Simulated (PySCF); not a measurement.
# C3H11BNP: the cost of one run

Computed with PySCF 2.14.0, with density-fitted response routines of our own, on a single molecule in the gas phase. Atoms count from 0, in the outputs and in this text.

### 1 The molecule as given

17 atoms, charge 0, multiplicity 1; geometry from: GFN2-xTB.

Bonds of the start (Å): N0–B1 1.66, B1–P2 1.98, B1–C3 1.60, C3–C4 1.50, C4–C5 1.49, C5–C3 1.51, N0–H6 1.02, N0–H7 1.02, N0–H8 1.02, B1–H9 1.19, P2–H10 1.38, P2–H11 1.39, C3–H12 1.09, C4–H13 1.08, C4–H14 1.08, C5–H15 1.08, C5–H16 1.08.

### 2 Excited states and response: CAM-B3LYP/def2-SVPD

Job settings and geometry (Å):

```
{"job": {"kind": "uv", "xc": "CAM-B3LYP", "basis": "def2-SVPD", "nstates": 8, "ntriplets": 3}, "charge": 0, "multiplicity": 1}
N      1.425849    -1.365990     0.189815
B      0.802200     0.043636    -0.413432
P      2.167997     1.401569     0.050973
C     -0.605146     0.228243     0.326056
C     -1.813676     0.756681    -0.392463
C     -1.761757    -0.684671    -0.000850
H      1.535052    -1.269983     1.195655
H      0.780211    -2.124190    -0.011962
H      2.331948    -1.544905    -0.233389
H      0.740732    -0.103143    -1.591423
H      1.512717     2.471051    -0.522482
H      1.682988     1.719063     1.311932
H     -0.562126     0.514017     1.376359
H     -2.493540     1.409235     0.135364
H     -1.708293     0.997076    -1.439465
H     -2.406642    -1.021774     0.798773
H     -1.635513    -1.413886    -0.789373
```

Level: TDDFT CAM-B3LYP/def2-SVPD, vertical, gas phase, core orbitals frozen in the response.

Launch:

```console
$ OMP_NUM_THREADS=1 python probes_run.py task.json out
```

One launch serves the whole session: the jobs run in the order shown.

Q: Estimate the wall time and peak memory of this job on 1 thread of Intel Xeon at 2.50GHz, shared host.

About 1.9 min, with a peak of 0.97 GiB.
